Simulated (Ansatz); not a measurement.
# InSe: the cost of one run

Program: Ansatz 0.2.0. Level of theory: DFT PBEsol, scalar-relativistic, plane waves, PAW. These are calculated values, not measurements.

1 further run of the same task is left out (it didn't finish).

### Step 1. The system as given

It takes space group P-6m2 (No. 187, hexagonal). The conventional cell has a = 4.047 Å, b = 4.047 Å, c = 18.052 Å, α = 90.00°, β = 90.00°, γ = 120.00°. In (site symmetry 3m) is surrounded by 3 Se at 2.65 Å and 1 In at 2.79 Å. Se (site symmetry 3m) is surrounded by 3 In at 2.65 Å.

As a file:

```cif
data_structure
_symmetry_space_group_name_H-M 'P-6m2'
_symmetry_Int_Tables_number 187
_cell_length_a 4.0473
_cell_length_b 4.0473
_cell_length_c 18.0521
_cell_angle_alpha 90.000
_cell_angle_beta 90.000
_cell_angle_gamma 120.000
_cell_volume 256.09
loop_
_atom_site_label
_atom_site_type_symbol
_atom_site_symmetry_multiplicity
_atom_site_Wyckoff_symbol
_atom_site_fract_x
_atom_site_fract_y
_atom_site_fract_z
_atom_site_occupancy
In1 In 2 g 0.00000 0.00000 0.57739 1
In2 In 2 h 0.33333 0.66667 0.92261 1
Se1 Se 2 i 0.66667 0.33333 0.85300 1
Se2 Se 2 h 0.33333 0.66667 0.64702 1
```

The structure comes from the Materials Project (structure only).

### Step 2. A first look at the start

Input file input.yaml:

```yaml
crystal:
  lattice:
    - [4.0473293151, 0.0, 0.0]
    - [-2.0236646576, 3.5050900044, 0.0]
    - [0.0, 0.0, 18.05206491]
  atoms:
    - { symbol: In, position: [0.0, 0.0, 0.57739368] }
    - { symbol: In, position: [0.0, 0.0, 0.42260632] }
    - { symbol: In, position: [0.33333333, 0.66666667, 0.92260951] }
    - { symbol: In, position: [0.33333333, 0.66666667, 0.07739049] }
    - { symbol: Se, position: [0.66666667, 0.33333333, 0.85300007] }
    - { symbol: Se, position: [0.66666667, 0.33333333, 0.14699993] }
    - { symbol: Se, position: [0.33333333, 0.66666667, 0.64701572] }
    - { symbol: Se, position: [0.33333333, 0.66666667, 0.35298428] }
basis:
  ecutwfc: 420
kpoints:
  mp_grid: { grid: [6, 6, 1] }
hamiltonian:
  xc: pbesol
scf:
  occupations: { method: gaussian, width: 0.1 }
output:
  forces: true
  stress: true
  eigenvalues: true
```

The run is started by

```console
$ ansatz run input.yaml --threads 2 --pin off --max-ram 5120MiB --backend cpu --events-out ev --progress --plain --runs-dir out
```

**Question.** How long does this run take on 2 threads of Intel Xeon at 2.70GHz, shared host, and how much memory does it need?

About 7.4 s, with a peak of 0.56 GiB.
